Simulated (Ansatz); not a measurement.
# GaH4NS2: small, medium and large basis sets

One table from this session's results is given with a row withheld; the runs are named, their logs left out.

Method: one geometry, several basis sets; program: Ansatz 0.2.0, Gaussian basis.

Plan: PBE0-D4/def2-SVP; ωB97M-V/def2-SVP; PBE0-D4/def2-QZVPP; ωB97M-V/def2-QZVPP; the functionals' def2-TZVPP values are taken from earlier runs.

## The geometry

An earlier PBE0-D4 in a triple-zeta def2 set relaxation fixed the geometry.

SMILES `[NH2][Ga]([SH])[SH]`, 8 atoms, charge 0, spin multiplicity 1.

Atoms are counted from 1 here; the program's logs count them from 0.

Bond lengths: N1–Ga2 1.807 Å, N1–H5 1.005 Å, N1–H6 1.005 Å, Ga2–S3 2.200 Å, Ga2–S4 2.200 Å, S3–H7 1.342 Å, S4–H8 1.342 Å. Angles: Ga2–N1–H5 122.8°, Ga2–N1–H6 122.8°, H5–N1–H6 112.3°, N1–Ga2–S3 118.3°, N1–Ga2–S4 118.3°, S3–Ga2–S4 123.4°, Ga2–S3–H7 94.2°, Ga2–S4–H8 94.2°.

Set-up of the first run:

The input, in.yaml:

```yaml
crystal:
  periodic: [false, false, false]
  atoms:
    - {symbol: N, position_ang: [-0.636504, 1.601437, -0.588759]}
    - {symbol: Ga, position_ang: [-0.007407, 0.014957, 0.005043]}
    - {symbol: S, position_ang: [2.100139, -0.105318, 0.625954]}
    - {symbol: S, position_ang: [-1.404267, -1.680616, 0.129846]}
    - {symbol: H, position_ang: [-0.038447, 2.385274, -0.784639]}
    - {symbol: H, position_ang: [-1.548216, 1.706249, -0.998950]}
    - {symbol: H, position_ang: [2.022319, -1.396187, 0.984901]}
    - {symbol: H, position_ang: [-0.487607, -2.525795, 0.626604]}
basis:
  gaussian: {orbitals: def2-SVP}
hamiltonian: {xc: pbe0, dispersion: d4}
output: {orbitals: {seedname: orbitals}}
```

The run is started by

```console
ansatz run in.yaml --threads 2 --pin off --events-out ev --progress --plain --max-ram 32768MiB --backend cpu
```

Steps of the session up to this table: PBE0-D4 in def2-SVP; ωB97M-V in def2-SVP; PBE0-D4 in def2-QZVPP; ωB97M-V in def2-QZVPP.

One table of the session follows, with a row left open; its other results are not shown here.

It belongs to the step «Density functionals: the series». 

| functional | basis | HOMO (eV) |
| --- | --- | --- |
| PBE0-D4 | def2-SVP | -7.12 |
| PBE0-D4 | def2-TZVPP | -7.35 |
| PBE0-D4 | def2-QZVPP | -7.41 |
| ωB97M-V | def2-SVP | -9.39 |
| ωB97M-V | def2-TZVPP | -9.65 |
| ωB97M-V | def2-QZVPP | ? |

Estimate the missing values for ωB97M-V, def2-QZVPP.

The run gave: HOMO (eV): -9.70. In the column «HOMO (eV)» it is the lowest.
